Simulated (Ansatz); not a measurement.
MnHg3:

```
CELL_PARAMETERS angstrom
4.41785 0.00000 0.00000
0.00000 4.41785 0.00000
0.00000 0.00000 4.41785
ATOMIC_POSITIONS crystal
Hg 0.50000 0.50000 0.00000
Hg 0.00000 0.50000 0.50000
Hg 0.50000 0.00000 0.50000
Mn 0.00000 0.00000 0.00000
```

The cell comes from a database or a generator and needn't be the stable form of this composition.

```yaml
Program: Ansatz 0.2.0
Task: single point
Functional: PBE
Potentials_or_basis: Ansatz PAW
Cutoff: "420 eV (not typed: the program's choice for these potentials)"
k_mesh: 6 × 6 × 6
Occupations: fermi-dirac, width 0.05 eV
Spin: collinear spin, ferromagnetic start
Starting_moments: "[0.0, 0.0, 0.0, 4.0] μB"
```

On this cell: pressure 0.0 GPa; largest force zero by symmetry; net moment 4.27 μB per cell; site moments Hg -0.01; Mn +4.25 μB; band gap on the k mesh none (metal or under the smearing width).

The same run follows on a disturbed copy (atoms moved at random, drawn with an rms of 0.05 Å):

```
Hg Mn
1.0
     4.41785    0.00000    0.00000
     0.00000    4.41785    0.00000
     0.00000    0.00000    4.41785
Hg Mn
3 1
Cartesian
  2.1999 2.2026 -0.0127
  0.0101 2.2492 2.2101
  2.1800 -0.0107 2.1744
  0.0148 -0.0027 -0.0080
```

**Question.** What does the disturbed cell give?

**Answer.** The energy (extrapolated to zero smearing) moves by +1.4 meV/atom; pressure 0.0 GPa; largest force 0.161 eV/Å; net moment 4.26 μB per cell; site moments Hg -0.01; Mn +4.23 μB; band gap on the k mesh none (metal or under the smearing width).

Forces in eV/Å, atoms in the order of the input:
```
Hg   0.078 -0.050 -0.019
Hg  -0.127 -0.100 -0.003
Hg   0.101  0.114  0.034
Mn  -0.052  0.036 -0.012
```
